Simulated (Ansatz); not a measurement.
**C₇H₁₀F₃InO₂: a ladder of functionals and wavefunction methods**

The task here is to estimate one member of a computed series from the others.

Computed with Ansatz 0.2.0, Gaussian basis. Level: functionals in def2-TZVPP, the program's frozen cores in correlated methods.

Plan: LDA (SPW92), PBE-D4, revPBE-D4, BLYP-D4, r2SCAN-D4, B97M-V, PBE0-D4, B3LYP-D4, r2SCANh-D4, r2SCAN0-D4, HSE06-D4, BHLYP-D4, CAM-B3LYP-D4, LC-ωPBE, ωB97X-V, ωB97M-V, B2PLYP, PBE-QIDH; CCSD(T)/def2-SVP; CCSD(T)/def2-TZVPP; MP2/def2-QZVPP; extrapolation to the limit; RPA on PBE.

### Structure used throughout

All runs share one geometry, relaxed beforehand with PBE0-D4 in a triple-zeta def2 set. In takes the def2 core potential; no spin-orbit term is included.

SMILES `CC1=CC(C(F)(F)F)=[O+][In-]([CH3])([CH3])[O]1`, 23 atoms, charge 0, spin multiplicity 1.

Atoms are counted from 1 here; the program's logs count them from 0.

Bond lengths: C1–C2 1.499 Å, C1–H14 1.092 Å, C1–H15 1.093 Å, C1–H16 1.088 Å, C2–C3 1.411 Å, C2–O13 1.257 Å, C3–C4 1.384 Å, C3–H17 1.079 Å, C4–C5 1.539 Å, C4–O9 1.257 Å, C5–F6 1.335 Å, C5–F7 1.334 Å, C5–F8 1.334 Å, O9–In10 2.190 Å, In10–C11 2.132 Å, In10–C12 2.132 Å, In10–O13 2.193 Å, C11–H18 1.090 Å and more. Angles: C2–C1–H14 108.9°, C2–C1–H15 108.8°, C2–C1–H16 112.8°, H14–C1–H15 107.0°, H14–C1–H16 109.6°, H15–C1–H16 109.5°, C1–C2–C3 118.4°, C1–C2–O13 115.9°, C3–C2–O13 125.7°, C2–C3–C4 125.0°, C2–C3–H17 117.5°, C4–C3–H17 117.5°, C3–C4–C5 118.0°, C3–C4–O9 129.7°, C5–C4–O9 112.2°, C4–C5–F6 113.4°, C4–C5–F7 110.1°, C4–C5–F8 110.1° and more.

As a file:

```xyz
23
charge 0, multiplicity 1
C    -1.11187   -2.84278    0.72416
C    -0.64009   -1.46480    0.37110
C    -1.60269   -0.49259    0.02739
C    -1.32041    0.81673   -0.32121
C    -2.49900    1.74354   -0.66716
F    -3.68805    1.14140   -0.58466
F    -2.51792    2.78910    0.16094
F    -2.36706    2.20698   -1.91104
O    -0.21275    1.40429   -0.40646
In    1.75773    0.52901   -0.02558
C     2.52507    0.16093   -1.98075
C     2.26511    1.25844    1.91274
O     0.60340   -1.28386    0.40929
H    -0.75010   -3.09611    1.72331
H    -0.66274   -3.55786    0.03061
H    -2.19565   -2.93823    0.69259
H    -2.63879   -0.79262    0.03812
H     3.50436    0.61492   -2.13081
H     1.82757    0.56898   -2.71346
H     2.60710   -0.91595   -2.13575
H     1.49066    1.95347    2.23980
H     3.22782    1.76908    1.92120
H     2.30309    0.42094    2.61101
```

The first run:

in.yaml

```yaml
crystal:
  periodic: [false, false, false]
  atoms:
    - {symbol: C, position_ang: [-1.111867, -2.842775, 0.724160]}
    - {symbol: C, position_ang: [-0.640088, -1.464803, 0.371103]}
    - {symbol: C, position_ang: [-1.602692, -0.492592, 0.027389]}
    - {symbol: C, position_ang: [-1.320409, 0.816730, -0.321208]}
    - {symbol: C, position_ang: [-2.499002, 1.743537, -0.667158]}
    - {symbol: F, position_ang: [-3.688052, 1.141401, -0.584655]}
    - {symbol: F, position_ang: [-2.517920, 2.789100, 0.160943]}
    - {symbol: F, position_ang: [-2.367055, 2.206979, -1.911035]}
    - {symbol: O, position_ang: [-0.212755, 1.404289, -0.406464]}
    - {symbol: In, position_ang: [1.757731, 0.529007, -0.025580]}
    - {symbol: C, position_ang: [2.525065, 0.160930, -1.980749]}
    - {symbol: C, position_ang: [2.265109, 1.258440, 1.912740]}
    - {symbol: O, position_ang: [0.603405, -1.283859, 0.409291]}
    - {symbol: H, position_ang: [-0.750100, -3.096109, 1.723310]}
    - {symbol: H, position_ang: [-0.662736, -3.557857, 0.030612]}
    - {symbol: H, position_ang: [-2.195648, -2.938232, 0.692590]}
    - {symbol: H, position_ang: [-2.638792, -0.792624, 0.038123]}
    - {symbol: H, position_ang: [3.504360, 0.614919, -2.130808]}
    - {symbol: H, position_ang: [1.827573, 0.568979, -2.713461]}
    - {symbol: H, position_ang: [2.607105, -0.915945, -2.135754]}
    - {symbol: H, position_ang: [1.490656, 1.953470, 2.239804]}
    - {symbol: H, position_ang: [3.227820, 1.769079, 1.921200]}
    - {symbol: H, position_ang: [2.303092, 0.420937, 2.611006]}
basis:
  gaussian: {orbitals: def2-TZVPP}
hamiltonian: {xc: lda}
output: {orbitals: {seedname: orbitals}}
```

Started as:

```
> ansatz run in.yaml --threads 11 --pin off --events-out ev --progress --plain --max-ram 120832MiB --backend cuda --devices 0, --max-vram 75GiB
```

Among the steps run: LDA; PBE-D4 (GGA); revPBE-D4 (GGA); BLYP-D4 (GGA); r2SCAN-D4 (meta-GGA); B97M-V (meta-GGA); B3LYP-D4 (hybrid); r2SCANh-D4 (hybrid); r2SCAN0-D4 (hybrid); HSE06-D4 (hybrid); BHLYP-D4 (hybrid); CAM-B3LYP-D4 (range-separated); LC-ωPBE (range-separated); ωB97X-V (range-separated); ωB97M-V (range-separated); B2PLYP (double hybrid); PBE-QIDH (double hybrid).

One of the session's tables, all rows but one given; the rest of the session is left out.

It belongs to the step «Orbital energies across the functionals». 

| functional | HOMO (eV) | LUMO (eV) | gap (eV) |
| --- | --- | --- | --- |
| LDA (SPW92) | -6.21 | -3.07 | 3.13 |
| PBE-D4 | -5.98 | -2.79 | 3.19 |
| revPBE-D4 | -5.90 | -2.68 | 3.22 |
| BLYP-D4 | -5.84 | -2.66 | 3.18 |
| r2SCAN-D4 | -6.21 | -2.69 | 3.52 |
| B97M-V | -6.23 | -2.60 | 3.63 |
| PBE0-D4 | ? | ? | ? |
| B3LYP-D4 | -6.88 | -2.16 | 4.72 |
| r2SCANh-D4 | -6.62 | -2.37 | 4.25 |
| r2SCAN0-D4 | -7.25 | -1.89 | 5.35 |
| HSE06-D4 | -6.69 | -2.33 | 4.36 |
| BHLYP-D4 | -8.08 | -0.94 | 7.14 |
| CAM-B3LYP-D4 | -8.34 | -0.88 | 7.46 |
| LC-ωPBE | -9.59 | 0.20 | 9.79 |
| ωB97X-V | -9.26 | 0.19 | 9.45 |
| ωB97M-V | -9.18 | 0.13 | 9.31 |

Estimate the missing values for PBE0-D4.

As computed: HOMO (eV): -7.08; LUMO (eV): -1.95; gap (eV): 5.13. In the column «HOMO (eV)» it lies between r2SCAN0-D4 (-7.25) and B3LYP-D4 (-6.88).
